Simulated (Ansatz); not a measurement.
# Ta: the cost of one run

Program: Ansatz 0.2.0. Level of theory: DFT PBEsol, scalar-relativistic, plane waves, PAW. These are calculated values, not measurements.

1 further run of the same task is left out (set aside as unsound or not needed).

### Step 1. The starting structure

It takes space group Im-3m (No. 229, cubic). Conventional cell: a = 3.281 Å, b = 3.281 Å, c = 3.281 Å, α = 90.00°, β = 90.00°, γ = 90.00°. Ta (site symmetry m-3m) is surrounded by 8 Ta at 2.84 Å.

Structure file:

```xyz
1
Lattice="-1.6403 1.6403 1.6403 1.6403 -1.6403 1.6403 1.6403 1.6403 -1.6403" Properties=species:S:1:pos:R:3 pbc="T T T"
Ta    0.0000    0.0000    0.0000
```

This cell was relaxed beforehand with the same method: volume 17.65 Å³/atom, gap on the mesh none (metal).

### Step 2. The reference: the undisturbed cell on the scan's mesh

input.yaml

```yaml
crystal:
  lattice:
    - [-1.6402597622, 1.6402597622, 1.6402597622]
    - [1.6402597622, -1.6402597622, 1.6402597622]
    - [1.6402597622, 1.6402597622, -1.6402597622]
  atoms:
    - { symbol: Ta, position: [0.0, 0.0, 0.0] }
basis:
  ecutwfc: 420
kpoints:
  mp_grid: { grid: [26, 26, 26] }
hamiltonian:
  xc: pbesol
scf:
  occupations: { method: gaussian, width: 0.15 }
output:
  forces: true
  stress: true
  eigenvalues: true
```

The run is started by

```
$ ansatz run input.yaml --threads 1 --pin off --max-ram 2560MiB --backend cpu --events-out ev --progress --plain --runs-dir out
```

**Question.** How long does this run take on 1 thread of Intel Xeon Platinum 8259CL at 2.50GHz (Skylake/Cascade Lake), shared host, and how much memory does it need?

About 6.5 s, with a peak of 0.43 GiB.
